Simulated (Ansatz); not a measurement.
**AlClGeH₄: how energies converge with the basis set**

How large a basis does AlClGeH₄ need? Two functionals are run in growing sets.

Computed with Ansatz 0.2.0, Gaussian basis. Level: one geometry, several basis sets.

Plan: PBE0-D4/def2-SVP; ωB97M-V/def2-SVP; PBE0-D4/def2-QZVPP; ωB97M-V/def2-QZVPP; the functionals' def2-TZVPP values are taken from earlier runs.

### Step 1. The relaxed structure

The geometry comes from an earlier relaxation with PBE0-D4 in a triple-zeta def2 set; it is a stationary point, not always the lowest conformer.

7 atoms, charge 0, spin multiplicity 1.

Atoms are counted from 1 here; the program's logs count them from 0.

Bond lengths: Al1–Ge2 2.464 Å, Al1–Cl3 2.343 Å, Al1–H4 1.578 Å, Al1–H5 1.578 Å, Ge2–Cl3 2.389 Å, Ge2–H6 1.546 Å, Ge2–H7 1.546 Å. Angles: Ge2–Al1–Cl3 59.5°, Ge2–Al1–H4 115.3°, Ge2–Al1–H5 115.3°, Cl3–Al1–H4 109.4°, Cl3–Al1–H5 109.4°, H4–Al1–H5 126.8°, Al1–Ge2–Cl3 57.7°, Al1–Ge2–H6 125.8°, Al1–Ge2–H7 125.8°, Cl3–Ge2–H6 99.9°, Cl3–Ge2–H7 99.9°, H6–Ge2–H7 105.2°, Al1–Cl3–Ge2 62.7°.

### Step 2. PBE0-D4 in def2-SVP

File in.yaml:

```yaml
crystal:
  periodic: [false, false, false]
  atoms:
    - {symbol: Al, position_ang: [-1.065946, 0.200046, -0.753757]}
    - {symbol: Ge, position_ang: [1.183360, 0.136895, 0.249782]}
    - {symbol: Cl, position_ang: [-0.675916, -1.013055, 1.212701]}
    - {symbol: H, position_ang: [-1.299695, -0.802513, -1.950324]}
    - {symbol: H, position_ang: [-1.919783, 1.484168, -0.416818]}
    - {symbol: H, position_ang: [2.189277, -1.031362, 0.139290]}
    - {symbol: H, position_ang: [1.649902, 0.957822, 1.473427]}
basis:
  gaussian: {orbitals: def2-SVP}
hamiltonian: {xc: pbe0, dispersion: d4}
output: {orbitals: {seedname: orbitals}}
```

The runs that follow: ωB97M-V in def2-SVP; PBE0-D4 in def2-QZVPP; ωB97M-V in def2-QZVPP.

Before running them: what should the planned runs give, taken together? Wanted: PBE0-D4: double and triple zeta above quadruple; ωB97M-V: double and triple zeta above quadruple.

**Answer**, as computed:

```
                                       quantity           value
PBE0-D4: double and triple zeta above quadruple  15.59, 1.80 eV
ωB97M-V: double and triple zeta above quadruple  15.47, 1.74 eV
```

What this shows: PBE0-D4 gains 13.79 eV from double to triple zeta, then 1.80 eV more. These are total energies; as a rule much of such shifts cancels in differences, which this series doesn't test.
